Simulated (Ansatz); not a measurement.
# CH₈GeSi₂: how energies converge with the basis set

Aim: see how fast density functionals converge with the basis set for CH₈GeSi₂.

Program: Ansatz 0.2.0, Gaussian basis. Level of theory: one geometry, several basis sets. These are calculated values, not measurements.

Plan: PBE0-D4/def2-SVP; ωB97M-V/def2-SVP; PBE0-D4/def2-QZVPP; ωB97M-V/def2-QZVPP; the functionals' def2-TZVPP values are taken from earlier runs.

## (1) The relaxed structure

An earlier PBE0-D4 in a triple-zeta def2 set relaxation fixed the geometry.

SMILES `[CH2]1[SiH2][SiH2][GeH2]1`, 12 atoms, charge 0, spin multiplicity 1.

Atoms are counted from 1 here; the program's logs count them from 0.

Bond lengths: C1–Si2 1.892 Å, C1–Ge4 1.994 Å, C1–H5 1.094 Å, C1–H6 1.090 Å, Si2–Si3 2.349 Å, Si2–H7 1.490 Å, Si2–H8 1.490 Å, Si3–Ge4 2.399 Å, Si3–H9 1.489 Å, Si3–H10 1.486 Å, Ge4–H11 1.540 Å, Ge4–H12 1.540 Å. Angles: Si2–C1–Ge4 97.7°, Si2–C1–H5 110.4°, Si2–C1–H6 116.4°, Ge4–C1–H5 107.9°, Ge4–C1–H6 115.5°, H5–C1–H6 108.5°, C1–Si2–Si3 91.0°, C1–Si2–H7 116.1°, C1–Si2–H8 109.9°, Si3–Si2–H7 121.3°, Si3–Si2–H8 109.2°, H7–Si2–H8 108.3°, Si2–Si3–Ge4 76.1°, Si2–Si3–H9 113.8°, Si2–Si3–H10 121.4°, Ge4–Si3–H9 111.5°, Ge4–Si3–H10 121.1°, H9–Si3–H10 109.5° and more.

As a file:

```mol
CH8GeSi2
  3D, bonds by distance, orders not assigned

 12 12  0  0  0  0  0  0  0  0999 V2000
   -1.2302    0.1289   -0.5822 C   0  0
   -0.7012    0.4233    1.2100 Si  0  0
    1.3671   -0.6171    0.8135 Si  0  0
    0.5920   -0.0219   -1.3770 Ge  0  0
   -1.7203   -0.8440   -0.6793 H   0  0
   -1.8756    0.8865   -1.0273 H   0  0
   -1.6315   -0.0799    2.2594 H   0  0
   -0.4805    1.8793    1.4403 H   0  0
    1.3469   -2.0926    1.0162 H   0  0
    2.6326   -0.0594    1.3578 H   0  0
    0.6879   -1.0156   -2.5497 H   0  0
    1.0897    1.3575   -1.8478 H   0  0
  1  2  8  0
  2  3  8  0
  3  4  8  0
  1  5  8  0
  1  6  8  0
  2  7  8  0
  2  8  8  0
  3  9  8  0
  3 10  8  0
  4 11  8  0
  4 12  8  0
  1  4  8  0
M  END
```

## (2) PBE0-D4 in def2-SVP

File in.yaml:

```yaml
crystal:
  periodic: [false, false, false]
  atoms:
    - {symbol: C, position_ang: [-1.230175, 0.128871, -0.582224]}
    - {symbol: Si, position_ang: [-0.701236, 0.423318, 1.210029]}
    - {symbol: Si, position_ang: [1.367145, -0.617106, 0.813514]}
    - {symbol: Ge, position_ang: [0.592000, -0.021916, -1.376997]}
    - {symbol: H, position_ang: [-1.720331, -0.844028, -0.679317]}
    - {symbol: H, position_ang: [-1.875634, 0.886482, -1.027334]}
    - {symbol: H, position_ang: [-1.631475, -0.079868, 2.259397]}
    - {symbol: H, position_ang: [-0.480488, 1.879256, 1.440301]}
    - {symbol: H, position_ang: [1.346937, -2.092564, 1.016194]}
    - {symbol: H, position_ang: [2.632620, -0.059436, 1.357844]}
    - {symbol: H, position_ang: [0.687914, -1.015593, -2.549652]}
    - {symbol: H, position_ang: [1.089724, 1.357485, -1.847753]}
basis:
  gaussian: {orbitals: def2-SVP}
hamiltonian: {xc: pbe0, dispersion: d4}
output: {orbitals: {seedname: orbitals}}
```

Launch:

```bash
ansatz run in.yaml --threads 4 --pin off --events-out ev --progress --plain --max-ram 10444MiB
```

After this run come: ωB97M-V in def2-SVP; PBE0-D4 in def2-QZVPP; ωB97M-V in def2-QZVPP.

Before running them: what should the planned runs give, taken together? Wanted: PBE0-D4: double and triple zeta above quadruple; ωB97M-V: double and triple zeta above quadruple.

As calculated:

| quantity | value |
| --- | --- |
| PBE0-D4: double and triple zeta above quadruple | 15.65, 1.80 eV |
| ωB97M-V: double and triple zeta above quadruple | 15.68, 1.74 eV |

**Reading.** For PBE0-D4 the step from double to triple zeta gains 13.84 eV and the next only 1.80 eV. Total energies overstate the basis error of differences, where much of it tends to cancel. The LUMO of ωB97M-V is positive and keeps falling with the basis (1.65 to 0.94 eV): an unbound level that the basis holds in place.
